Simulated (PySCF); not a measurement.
**Rh, Rh⁺, Rh²⁺: ionisation energies with spin-orbit coupling**

Wanted: the ionisation energy of rhodium, up a ladder of methods.

The numbers are computed with PySCF 2.14.0 (two-component X2C-1e, generalised determinants), except any that are marked as measured or tabulated.

## Step 1: The atom as given

```
Element                                   : rhodium (Z = 45)
Basis                                     : x2c-TZVPPall-2c
Hamiltonian                               : two-component X2C-1e, Gaussian nucleus, no Breit or QED terms; spin-orbit coupling, run by run: off; screened by Boettger's factors
Core shells frozen in the correlated runs : [Ar] 3d10 (for Rh)
State 1                                   : Rh: [Kr] 4d8 5s1; 4d3/2 filled at m_j = -3/2, -1/2, +1/2, +3/2; 4d5/2 filled at m_j = -1/2, +1/2, +3/2, +5/2; 5s1/2 filled at m_j = +1/2
State 2                                   : Rh⁺: [Kr] 4d8; 4d3/2 filled at m_j = -3/2, -1/2, +1/2, +3/2; 4d5/2 filled at m_j = -1/2, +1/2, +3/2, +5/2
State 3                                   : Rh²⁺: [Kr] 4d7; 4d3/2 filled at m_j = -3/2, -1/2, +1/2, +3/2; 4d5/2 filled at m_j = +1/2, +3/2, +5/2
Needed too, but not shown                 : Rh³⁺ [Kr] 4d6 (5D)
Methods                                   : GHF, GMP2
```

The outer shells:

Rh [Kr] 4d8 5s1
```
[Kr] core
4d [↑↓][↑↓][↑↓][↑ ][↑ ]
5s [↑ ]
```

Rh+ [Kr] 4d8
```
[Kr] core
4d [↑↓][↑↓][↑↓][↑ ][↑ ]
```

Rh2+ [Kr] 4d7
```
[Kr] core
4d [↑↓][↑↓][↑ ][↑ ][↑ ]
```

All steps ran in one process of a driver on top of PySCF, which takes the settings above as its task.

The driver's launch:

```bash
$ OMP_NUM_THREADS=1 python sorun2.py TASK.json OUT
```

The integrals over 93 functions and the set-up took 5.6 s of CPU time.

## Step 2: Rh

GHF (spin-free):

Standard output:

```text
cycle= 1 E= -4780.8120453864  delta_E= -4.78e+03  |FDS-SDF|= 0.0149
cycle= 2 E= -4780.8166710176  delta_E= -0.00463  |FDS-SDF|= 0.00553
cycle= 3 E= -4780.8172653384  delta_E= -0.000594  |FDS-SDF|= 0.00271
cycle= 4 E= -4780.8174634168  delta_E= -0.000198  |FDS-SDF|= 0.000489
cycle= 5 E= -4780.8174916156  delta_E= -2.82e-05  |FDS-SDF|= 0.000196
cycle= 6 E= -4780.8174974940  delta_E= -5.88e-06  |FDS-SDF|= 7.5e-05
cycle= 7 E= -4780.8174984411  delta_E= -9.47e-07  |FDS-SDF|= 4.64e-05
cycle= 8 E= -4780.8174989918  delta_E= -5.51e-07  |FDS-SDF|= 1.58e-05
cycle= 9 E= -4780.8174990441  delta_E= -5.23e-08  |FDS-SDF|= 4.22e-06
cycle= 10 E= -4780.8174990463  delta_E= -2.2e-09  |FDS-SDF|= 1.02e-06
```

Time after the integrals: 5.5 s (1 thread of Neoverse-N1, shared host).

Occupied spinors (without spin-orbit coupling the j labels only name the start):

```
spinor shell  electrons  mean energy (eV)  weight of the nominal j  rms radius (bohr)
       1s1/2          2          -23342.2                    1.000             0.0374
       2s1/2          2           -3465.8                    1.000              0.154
       2p1/2          2           -3099.4                    0.667              0.137
       2p3/2          4           -3099.1                    0.833              0.137
       3s1/2          2           -654.36                    1.000              0.415
       3p1/2          2           -530.84                    0.667              0.419
       3p3/2          4           -530.64                    0.833              0.419
       3d3/2          4           -333.60                    0.700              0.403
       3d5/2          6           -333.12                    0.800              0.403
       4s1/2          2           -101.01                    1.000               1.05
       4p1/2          2           -64.867                    0.667               1.17
       4p3/2          4           -63.009                    0.833               1.17
       4d3/2          4           -11.573                    0.700               1.72
       4d5/2          4           -11.791                    0.750               1.72
       5s1/2          1            -6.476                    0.999               3.76
```

M_J = 9/2, ⟨J²⟩ = 24.761, ⟨L²⟩ = 12.009, ⟨S²⟩ = 3.751.

GMP2 (spin-free):

No log was kept for this step.

It took 2.9 s on 1 thread of Neoverse-N1, shared host, the integrals not counted.

With 17 electrons correlated and 6 very high virtual spinors dropped, the MP2 correlation energy is -0.57293 hartree. Largest pairs: 4d3/2-4d5/2 -0.1169, 4d5/2-4p3/2 -0.0751, 4d3/2-4p3/2 -0.0649, 4d3/2-4d3/2 -0.0548, 4d5/2-4d5/2 -0.0474.

GHF (screened spin-orbit):

Standard output:

```text
cycle= 1 E= -4781.5358010830  delta_E= -4.78e+03  |FDS-SDF|= 0.0333
cycle= 2 E= -4781.5517314989  delta_E= -0.0159  |FDS-SDF|= 0.0203
cycle= 3 E= -4781.5587655627  delta_E= -0.00703  |FDS-SDF|= 0.00733
cycle= 4 E= -4781.5610144700  delta_E= -0.00225  |FDS-SDF|= 0.00561
cycle= 5 E= -4781.5637549907  delta_E= -0.00274  |FDS-SDF|= 0.00445
cycle= 6 E= -4781.5675231881  delta_E= -0.00377  |FDS-SDF|= 0.00181
cycle= 7 E= -4781.5679394715  delta_E= -0.000416  |FDS-SDF|= 0.000685
cycle= 8 E= -4781.5679997479  delta_E= -6.03e-05  |FDS-SDF|= 0.000375
cycle= 9 E= -4781.5680158173  delta_E= -1.61e-05  |FDS-SDF|= 0.000154
cycle= 10 E= -4781.5680183621  delta_E= -2.54e-06  |FDS-SDF|= 5.22e-05
cycle= 11 E= -4781.5680187891  delta_E= -4.27e-07  |FDS-SDF|= 1.64e-05
cycle= 12 E= -4781.5680188288  delta_E= -3.97e-08  |FDS-SDF|= 9.2e-06
cycle= 13 E= -4781.5680188427  delta_E= -1.39e-08  |FDS-SDF|= 6.19e-06
cycle= 14 E= -4781.5680188507  delta_E= -8.07e-09  |FDS-SDF|= 2.03e-06
cycle= 15 E= -4781.5680188516  delta_E= -8.55e-10  |FDS-SDF|= 5.32e-07
```

Time after the integrals: 13 s (1 thread of Neoverse-N1, shared host).

The outer occupied spinors:

```
spinor shell  electrons  mean energy (eV)  weight of the nominal j  rms radius (bohr)
       3d3/2          4           -336.46                    0.997              0.401
       3d5/2          6           -331.03                    0.998              0.405
       4s1/2          2           -100.95                    1.000               1.05
       4p1/2          2           -67.636                    0.946               1.15
       4p3/2          4           -61.669                    0.973               1.18
       4d3/2          4           -12.091                    0.697               1.71
       4d5/2          4           -11.284                    0.735               1.73
       5s1/2          1            -6.476                    0.999               3.76
```

M_J = 9/2, ⟨J²⟩ = 24.761, ⟨L²⟩ = 12.051, ⟨S²⟩ = 3.752. Rows whose weight is well below 1 mix j = l ± 1/2: exchange competes with spin-orbit coupling there.

GMP2 (screened spin-orbit):

No log was kept for this step.

It took 2.1 s on 1 thread of Neoverse-N1, shared host, the integrals not counted.

With 17 electrons correlated and 6 very high virtual spinors dropped, the MP2 correlation energy is -0.57369 hartree. Largest pairs: 4d3/2-4d5/2 -0.1257, 4d5/2-4p3/2 -0.0735, 4d3/2-4p3/2 -0.0676, 4d3/2-4d3/2 -0.0484, 4d5/2-4d5/2 -0.0453.

## Step 3: Rh⁺

GHF (spin-free):

Standard output:

```text
cycle= 1 E= -4780.5819670994  delta_E= -4.78e+03  |FDS-SDF|= 0.015
cycle= 2 E= -4780.5851061305  delta_E= -0.00314  |FDS-SDF|= 0.00404
cycle= 3 E= -4780.5854062309  delta_E= -0.0003  |FDS-SDF|= 0.00237
cycle= 4 E= -4780.5855119885  delta_E= -0.000106  |FDS-SDF|= 0.000606
cycle= 5 E= -4780.5855410781  delta_E= -2.91e-05  |FDS-SDF|= 0.000299
cycle= 6 E= -4780.5855540673  delta_E= -1.3e-05  |FDS-SDF|= 0.000172
cycle= 7 E= -4780.5855599815  delta_E= -5.91e-06  |FDS-SDF|= 9.96e-05
cycle= 8 E= -4780.5855626411  delta_E= -2.66e-06  |FDS-SDF|= 2.58e-05
cycle= 9 E= -4780.5855627698  delta_E= -1.29e-07  |FDS-SDF|= 1.03e-05
cycle= 10 E= -4780.5855627877  delta_E= -1.8e-08  |FDS-SDF|= 4.3e-06
cycle= 11 E= -4780.5855627909  delta_E= -3.17e-09  |FDS-SDF|= 6.34e-07
```

It took 5.9 s on 1 thread of Neoverse-N1, shared host, the integrals not counted.

Occupied spinors (without spin-orbit coupling the j labels only name the start):

```
spinor shell  electrons  mean energy (eV)  weight of the nominal j  rms radius (bohr)
       1s1/2          2          -23349.8                    1.000             0.0374
       2s1/2          2           -3473.3                    1.000              0.154
       2p1/2          2           -3107.0                    0.667              0.137
       2p3/2          4           -3106.7                    0.833              0.137
       3s1/2          2           -661.93                    1.000              0.415
       3p1/2          2           -538.44                    0.667              0.419
       3p3/2          4           -538.23                    0.833              0.419
       3d5/2          6           -340.73                    0.800              0.403
       3d3/2          4           -341.21                    0.700              0.403
       4s1/2          2           -108.63                    1.000               1.05
       4p1/2          2           -72.635                    0.667               1.17
       4p3/2          4           -70.769                    0.833               1.17
       4d5/2          4           -19.539                    0.750               1.67
       4d3/2          4           -19.345                    0.700               1.68
```

M_J = 4, ⟨J²⟩ = 20.020, ⟨L²⟩ = 12.015, ⟨S²⟩ = 2.005.

GMP2 (spin-free):

The driver printed no log here.

It took 2.7 s on 1 thread of Neoverse-N1, shared host, the integrals not counted.

With 16 electrons correlated and 6 very high virtual spinors dropped, the MP2 correlation energy is -0.53338 hartree. Largest pairs: 4d3/2-4d5/2 -0.1158, 4d5/2-4p3/2 -0.0754, 4d3/2-4p3/2 -0.0646, 4d3/2-4d3/2 -0.0548, 4d5/2-4d5/2 -0.0471.

GHF (screened spin-orbit):

Standard output:

```text
cycle= 1 E= -4781.3103242435  delta_E= -4.78e+03  |FDS-SDF|= 0.0307
cycle= 2 E= -4781.3231586813  delta_E= -0.0128  |FDS-SDF|= 0.0156
cycle= 3 E= -4781.3276346182  delta_E= -0.00448  |FDS-SDF|= 0.00704
cycle= 4 E= -4781.3295515081  delta_E= -0.00192  |FDS-SDF|= 0.0052
cycle= 5 E= -4781.3320959615  delta_E= -0.00254  |FDS-SDF|= 0.00411
cycle= 6 E= -4781.3354650174  delta_E= -0.00337  |FDS-SDF|= 0.00183
cycle= 7 E= -4781.3359154772  delta_E= -0.00045  |FDS-SDF|= 0.00079
cycle= 8 E= -4781.3360047122  delta_E= -8.92e-05  |FDS-SDF|= 0.000531
cycle= 9 E= -4781.3360580767  delta_E= -5.34e-05  |FDS-SDF|= 0.000343
cycle= 10 E= -4781.3360827416  delta_E= -2.47e-05  |FDS-SDF|= 0.000167
cycle= 11 E= -4781.3360914980  delta_E= -8.76e-06  |FDS-SDF|= 7.67e-05
cycle= 12 E= -4781.3360929061  delta_E= -1.41e-06  |FDS-SDF|= 3.62e-05
cycle= 13 E= -4781.3360931500  delta_E= -2.44e-07  |FDS-SDF|= 1.89e-05
cycle= 14 E= -4781.3360932076  delta_E= -5.76e-08  |FDS-SDF|= 6.78e-06
cycle= 15 E= -4781.3360932142  delta_E= -6.57e-09  |FDS-SDF|= 4.27e-06
cycle= 16 E= -4781.3360932176  delta_E= -3.43e-09  |FDS-SDF|= 2.65e-06
```

It took 14 s on 1 thread of Neoverse-N1, shared host, the integrals not counted.

The outer occupied spinors:

```
spinor shell  electrons  mean energy (eV)  weight of the nominal j  rms radius (bohr)
       3p3/2          4           -529.90                    1.000              0.422
       3d3/2          4           -344.07                    0.997              0.401
       3d5/2          6           -338.64                    0.998              0.405
       4s1/2          2           -108.58                    1.000               1.05
       4p1/2          2           -75.418                    0.943               1.15
       4p3/2          4           -69.418                    0.971               1.18
       4d3/2          4           -19.834                    0.701               1.66
       4d5/2          4           -19.055                    0.738               1.69
```

M_J = 4, ⟨J²⟩ = 20.018, ⟨L²⟩ = 12.064, ⟨S²⟩ = 2.007. Rows whose weight is well below 1 mix j = l ± 1/2: exchange competes with spin-orbit coupling there.

GMP2 (screened spin-orbit):

The driver printed no log here.

It took 1.8 s on 1 thread of Neoverse-N1, shared host, the integrals not counted.

With 16 electrons correlated and 6 very high virtual spinors dropped, the MP2 correlation energy is -0.53416 hartree. Largest pairs: 4d3/2-4d5/2 -0.1248, 4d5/2-4p3/2 -0.0737, 4d3/2-4p3/2 -0.0677, 4d3/2-4d3/2 -0.0482, 4d5/2-4d5/2 -0.0449.

## Step 4: Rh²⁺

GHF (spin-free):

Standard output:

```text
cycle= 1 E= -4779.9863165521  delta_E= -4.78e+03  |FDS-SDF|= 0.0169
cycle= 2 E= -4779.9905929614  delta_E= -0.00428  |FDS-SDF|= 0.00409
cycle= 3 E= -4779.9908796381  delta_E= -0.000287  |FDS-SDF|= 0.00194
cycle= 4 E= -4779.9909362641  delta_E= -5.66e-05  |FDS-SDF|= 0.000342
cycle= 5 E= -4779.9909407209  delta_E= -4.46e-06  |FDS-SDF|= 0.000101
cycle= 6 E= -4779.9909412694  delta_E= -5.49e-07  |FDS-SDF|= 2.56e-05
cycle= 7 E= -4779.9909413157  delta_E= -4.63e-08  |FDS-SDF|= 8.6e-06
cycle= 8 E= -4779.9909413226  delta_E= -6.9e-09  |FDS-SDF|= 1.95e-06
cycle= 9 E= -4779.9909413230  delta_E= -3.37e-10  |FDS-SDF|= 2.85e-07
```

Time after the integrals: 4.9 s (1 thread of Neoverse-N1, shared host).

Occupied spinors (without spin-orbit coupling the j labels only name the start):

```
spinor shell  electrons  mean energy (eV)  weight of the nominal j  rms radius (bohr)
       1s1/2          2          -23363.5                    1.000             0.0374
       2s1/2          2           -3487.2                    1.000              0.154
       2p3/2          4           -3120.5                    0.833              0.137
       2p1/2          2           -3120.8                    0.667              0.137
       3s1/2          2           -675.74                    1.000              0.415
       3p3/2          4           -552.13                    0.833              0.419
       3p1/2          2           -552.10                    0.667              0.419
       3d5/2          6           -354.48                    0.800              0.403
       3d3/2          4           -355.05                    0.700              0.403
       4s1/2          2           -122.07                    1.000               1.05
       4p3/2          4           -83.849                    0.833               1.16
       4p1/2          2           -85.755                    0.667               1.16
       4d5/2          3           -33.643                    0.800               1.54
       4d3/2          4           -32.082                    0.700               1.57
```

M_J = 9/2, ⟨J²⟩ = 24.760, ⟨L²⟩ = 12.008, ⟨S²⟩ = 3.752.

GMP2 (spin-free):

This step left no log, only its results.

Time after the integrals: 2.5 s (1 thread of Neoverse-N1, shared host).

With 15 electrons correlated and 6 very high virtual spinors dropped, the MP2 correlation energy is -0.46704 hartree. Largest pairs: 4d3/2-4d5/2 -0.0856, 4d3/2-4p3/2 -0.0723, 4d5/2-4p3/2 -0.0665, 4d3/2-4d3/2 -0.0543, 4p3/2-4p3/2 -0.0318.

GHF (screened spin-orbit):

Standard output:

```text
cycle= 1 E= -4780.6983802997  delta_E= -4.78e+03  |FDS-SDF|= 0.0335
cycle= 2 E= -4780.7163666275  delta_E= -0.018  |FDS-SDF|= 0.0144
cycle= 3 E= -4780.7210788162  delta_E= -0.00471  |FDS-SDF|= 0.00823
cycle= 4 E= -4780.7240274410  delta_E= -0.00295  |FDS-SDF|= 0.00694
cycle= 5 E= -4780.7279608047  delta_E= -0.00393  |FDS-SDF|= 0.00641
cycle= 6 E= -4780.7415201921  delta_E= -0.0136  |FDS-SDF|= 0.00442
cycle= 7 E= -4780.7416319168  delta_E= -0.000112  |FDS-SDF|= 0.00254
cycle= 8 E= -4780.7431958031  delta_E= -0.00156  |FDS-SDF|= 0.00136
cycle= 9 E= -4780.7432738392  delta_E= -7.8e-05  |FDS-SDF|= 0.000327
cycle= 10 E= -4780.7432853768  delta_E= -1.15e-05  |FDS-SDF|= 0.000268
cycle= 11 E= -4780.7432888578  delta_E= -3.48e-06  |FDS-SDF|= 7.7e-05
cycle= 12 E= -4780.7432893481  delta_E= -4.9e-07  |FDS-SDF|= 5.81e-05
cycle= 13 E= -4780.7432895372  delta_E= -1.89e-07  |FDS-SDF|= 4.44e-05
cycle= 14 E= -4780.7432897515  delta_E= -2.14e-07  |FDS-SDF|= 1.89e-05
cycle= 15 E= -4780.7432898184  delta_E= -6.68e-08  |FDS-SDF|= 4.25e-06
cycle= 16 E= -4780.7432898203  delta_E= -1.89e-09  |FDS-SDF|= 1.43e-06
```

Time after the integrals: 13 s (1 thread of Neoverse-N1, shared host).

The outer occupied spinors:

```
spinor shell  electrons  mean energy (eV)  weight of the nominal j  rms radius (bohr)
       3p3/2          4           -543.70                    1.000              0.422
       3d3/2          4           -357.93                    0.992              0.401
       3d5/2          6           -352.36                    0.995              0.405
       4s1/2          2           -122.00                    1.000               1.05
       4p1/2          2           -89.499                    0.833               1.14
       4p3/2          4           -82.007                    0.916               1.16
       4d5/2          3           -33.488                    0.752               1.55
       4d3/2          4           -32.205                    0.705               1.56
```

M_J = 9/2, ⟨J²⟩ = 24.761, ⟨L²⟩ = 12.167, ⟨S²⟩ = 3.708. Rows whose weight is well below 1 mix j = l ± 1/2: exchange competes with spin-orbit coupling there.

GMP2 (screened spin-orbit):

This step left no log, only its results.

Time after the integrals: 1.6 s (1 thread of Neoverse-N1, shared host).

With 15 electrons correlated and 6 very high virtual spinors dropped, the MP2 correlation energy is -0.46789 hartree. Largest pairs: 4d3/2-4d5/2 -0.0860, 4d3/2-4p3/2 -0.0753, 4d5/2-4p3/2 -0.0710, 4d3/2-4d3/2 -0.0541, 4p1/2-4p3/2 -0.0297.

## Step 5: The energy differences

Ionisation energy: Rh [Kr] 4d8 5s1 [4d3/2^4 4d5/2^4 5s1/2^1, M_J = 9/2] → Rh⁺ [Kr] 4d8 [4d3/2^4 4d5/2^4, M_J = 4].

```
                    method  value (eV)  error (eV)  CPU time, both states (s)
           GHF (spin-free)       6.311      -1.148                         11
          GMP2 (spin-free)       7.387      -0.071                         17
 GHF (screened spin-orbit)       6.311      -1.148                         27
GMP2 (screened spin-orbit)       7.387      -0.072                         31
```

Reference: 7.459 eV (measured; NIST Atomic Spectra Database, ionization energies). The spin-free rows have the spin-orbit operator switched off.

Ionisation energy: Rh⁺ [Kr] 4d8 [4d3/2^4 4d5/2^4, M_J = 4] → Rh²⁺ [Kr] 4d7 [4d3/2^4 4d5/2^3, M_J = 9/2].

```
                    method  value (eV)  less the reference (eV)  CPU time, both states (s)
           GHF (spin-free)      16.180                   -1.900                         11
          GMP2 (spin-free)      17.986                   -0.094                         16
 GHF (screened spin-orbit)      16.131                   -1.949                         27
GMP2 (screened spin-orbit)      17.934                   -0.146                         31
```

Reference: 18.08 eV (semi-empirical (NIST evaluation); NIST Atomic Spectra Database, ionization energies). The spin-free rows have the spin-orbit operator switched off.

Ionisation energy: Rh²⁺ [Kr] 4d7 [4d3/2^4 4d5/2^3, M_J = 9/2] → Rh³⁺ [Kr] 4d6 [4d3/2^4 4d5/2^2, M_J = 4].

```
                    method  value (eV)  less the reference (eV)
           GHF (spin-free)      29.252                   -1.808
          GMP2 (spin-free)      30.748                   -0.312
 GHF (screened spin-orbit)      29.307                   -1.753
GMP2 (screened spin-orbit)      30.808                   -0.252
```

Reference: 31.06 eV (semi-empirical (NIST evaluation); NIST Atomic Spectra Database, ionization energies). The spin-free rows have the spin-orbit operator switched off.

The differences also use runs on Rh³⁺ [Kr] 4d6 (5D), which are not shown here. Times are CPU seconds on a shared host without the integrals; correlated rows include their Hartree-Fock run.

## Step 6: What came out

| quantity | value |
| --- | --- |
| ionisation energy, Rh | GHF (spin-free) 6.311, GMP2 (screened spin-orbit) 7.387 eV; reference 7.459 |
| ionisation energy, Rh⁺ | GHF (spin-free) 16.180, GMP2 (screened spin-orbit) 17.934 eV; reference 18.08 |
| ionisation energy, Rh²⁺ | GHF (spin-free) 29.252, GMP2 (screened spin-orbit) 30.808 eV; reference 31.06 |

Each level's miss and price (over 1 difference):

```
                    method  mean absolute miss against the measured value (with the measured fine structure taken into account where it is known) (eV)  CPU time, both states (s)
           GHF (spin-free)                                                                                                                       1.148                         11
          GMP2 (spin-free)                                                                                                                       0.071                         17
 GHF (screened spin-orbit)                                                                                                                       1.148                         27
GMP2 (screened spin-orbit)                                                                                                                       0.072                         31
```

**Reading.** GMP2 (spin-free) lands nearest to the measured value (off by 0.07 eV), level with GMP2 (screened spin-orbit); GHF (screened spin-orbit) misses by most (1.15 eV). Spin-orbit coupling moves the first difference by -0.001 eV at GMP2. The basis is finite, and no extrapolation was made.
